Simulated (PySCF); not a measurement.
# C2H7NSi2: the cost of one run

The runs use PySCF 2.14.0, with density-fitted response routines of our own; the level of theory stands in each step. All values are computed, except where a source is named. Atoms count from 0, in the outputs and in this text.

### 1 The molecule as given

12 atoms, charge 0, multiplicity 1; geometry from: GFN2-xTB.

Bonds of the start (Å): N0–Si1 1.73, Si1–C2 1.86, C2–C3 1.21, C3–Si4 1.85, N0–H5 1.01, N0–H6 1.01, Si1–H7 1.46, Si1–H8 1.46, Si4–H9 1.47, Si4–H10 1.47, Si4–H11 1.47.

### 2 Ultraviolet spectrum: CAM-B3LYP/def2-SVPD

What the job is given:

```
{"job": {"kind": "uv", "xc": "CAM-B3LYP", "basis": "def2-SVPD", "nstates": 8, "ntriplets": 3}, "charge": 0, "multiplicity": 1}
N     -2.662905     1.085775     0.294130
Si    -1.919482    -0.426634    -0.076065
C     -0.058906    -0.400050    -0.056823
C      1.151589    -0.348478    -0.034768
Si     2.998013    -0.286444    -0.007195
H     -2.579028     1.843790    -0.363866
H     -2.589914     1.445244     1.232174
H     -2.374077    -1.351679     0.963549
H     -2.355429    -0.756029    -1.433955
H      3.431998     0.073624     1.346549
H      3.514909    -1.607062    -0.377219
H      3.444430     0.727256    -0.968409
```

With the program's defaults for keys left out, this is: TDDFT CAM-B3LYP/def2-SVPD, vertical, gas phase, core orbitals frozen in the response.

Launch:

```bash
$ OMP_NUM_THREADS=1 python probes_run.py task.json out
```

The driver reads the jobs from task.json and runs them one after another.

Q: Estimate the wall time and peak memory of this first job on 1 thread of Arm Neoverse N1, shared host.

About 37 s, with a peak of 0.72 GiB.
